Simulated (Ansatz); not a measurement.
# ClH5O2SSi2: up Jacob's ladder to CCSD(T)

An exercise on one series of results from a longer session: the logs are not shown, and one member is left open.

Program: Ansatz 0.2.0, Gaussian basis. Level of theory: functionals in def2-TZVPP, the program's frozen cores in correlated methods. These are calculated values, not measurements.

Plan: LDA (SPW92), PBE-D4, revPBE-D4, BLYP-D4, r2SCAN-D4, B97M-V, PBE0-D4, B3LYP-D4, r2SCANh-D4, r2SCAN0-D4, HSE06-D4, BHLYP-D4, CAM-B3LYP-D4, LC-ωPBE, ωB97X-V, ωB97M-V, B2PLYP, PBE-QIDH; CCSD(T)/def2-SVP; CCSD(T)/def2-TZVPP; MP2/def2-QZVPP; extrapolation to the limit; RPA on PBE.

### Structure used throughout

An earlier PBE0-D4 in a triple-zeta def2 set relaxation fixed the geometry.

SMILES `O[SiH](O)S[SiH2]Cl`, 11 atoms, charge 0, spin multiplicity 1.

Atoms are counted from 1 here; the program's logs count them from 0.

Bond lengths: O1–Si2 1.634 Å, O1–H7 0.959 Å, Si2–O3 1.626 Å, Si2–S4 2.149 Å, Si2–H8 1.475 Å, O3–H9 0.959 Å, S4–Si5 2.121 Å, Si5–Cl6 2.054 Å, Si5–H10 1.478 Å, Si5–H11 1.479 Å. Angles: Si2–O1–H7 117.8°, O1–Si2–O3 108.5°, O1–Si2–S4 106.1°, O1–Si2–H8 114.3°, O3–Si2–S4 113.4°, O3–Si2–H8 105.2°, S4–Si2–H8 109.5°, Si2–O3–H9 118.3°, Si2–S4–Si5 97.7°, S4–Si5–Cl6 111.9°, S4–Si5–H10 107.1°, S4–Si5–H11 110.8°, Cl6–Si5–H10 107.8°, Cl6–Si5–H11 107.2°, H10–Si5–H11 112.0°.

Set-up of the first run:

File in.yaml:

```yaml
crystal:
  periodic: [false, false, false]
  atoms:
    - {symbol: O, position_ang: [-1.307900, -1.996734, -1.063047]}
    - {symbol: Si, position_ang: [-0.113028, -1.033712, -0.500657]}
    - {symbol: O, position_ang: [1.177511, -1.187745, -1.477630]}
    - {symbol: S, position_ang: [-0.920212, 0.957951, -0.461837]}
    - {symbol: Si, position_ang: [0.334789, 1.742810, 1.057426]}
    - {symbol: Cl, position_ang: [-0.369632, 1.302535, 2.935754]}
    - {symbol: H, position_ang: [-2.201844, -1.820270, -0.765375]}
    - {symbol: H, position_ang: [0.374018, -1.394921, 0.844269]}
    - {symbol: H, position_ang: [1.061362, -1.016983, -2.414122]}
    - {symbol: H, position_ang: [0.332439, 3.212732, 0.907331]}
    - {symbol: H, position_ang: [1.697797, 1.177436, 0.958290]}
basis:
  gaussian: {orbitals: def2-TZVPP}
hamiltonian: {xc: lda}
output: {orbitals: {seedname: orbitals}}
```

The run is started by

```console
$ ansatz run in.yaml --threads 2 --pin off --events-out ev --progress --plain --max-ram 32768MiB --backend cpu
```

Steps of the session up to this table: LDA; PBE-D4 (GGA); revPBE-D4 (GGA); BLYP-D4 (GGA); r2SCAN-D4 (meta-GGA); B97M-V (meta-GGA); B3LYP-D4 (hybrid); r2SCANh-D4 (hybrid); r2SCAN0-D4 (hybrid); HSE06-D4 (hybrid); BHLYP-D4 (hybrid); CAM-B3LYP-D4 (range-separated); LC-ωPBE (range-separated); ωB97X-V (range-separated); ωB97M-V (range-separated); B2PLYP (double hybrid); PBE-QIDH (double hybrid).

One of the session's tables, all rows but one given; the rest of the session is left out.

| functional | HOMO (eV) | gap (eV) |
| --- | --- | --- |
| LDA (SPW92) | -6.85 | 5.67 |
| PBE-D4 | -6.71 | 5.80 |
| revPBE-D4 | -6.66 | 5.86 |
| BLYP-D4 | -6.52 | 5.74 |
| r2SCAN-D4 | -7.02 | 6.46 |
| B97M-V | ? | ? |
| PBE0-D4 | -7.96 | 7.93 |
| B3LYP-D4 | -7.68 | 7.45 |
| r2SCANh-D4 | -7.48 | 7.21 |
| r2SCAN0-D4 | -8.16 | 8.34 |
| HSE06-D4 | -7.56 | 7.16 |
| BHLYP-D4 | -9.03 | 9.91 |
| CAM-B3LYP-D4 | -9.25 | 10.23 |
| LC-ωPBE | -10.66 | 12.85 |
| ωB97X-V | -10.29 | 12.35 |
| ωB97M-V | -10.12 | 11.82 |

**Question.** Estimate the row for B97M-V.

As computed: HOMO (eV): -7.14; gap (eV): 6.50. In the column «HOMO (eV)» it lies between r2SCANh-D4 (-7.48) and r2SCAN-D4 (-7.02).
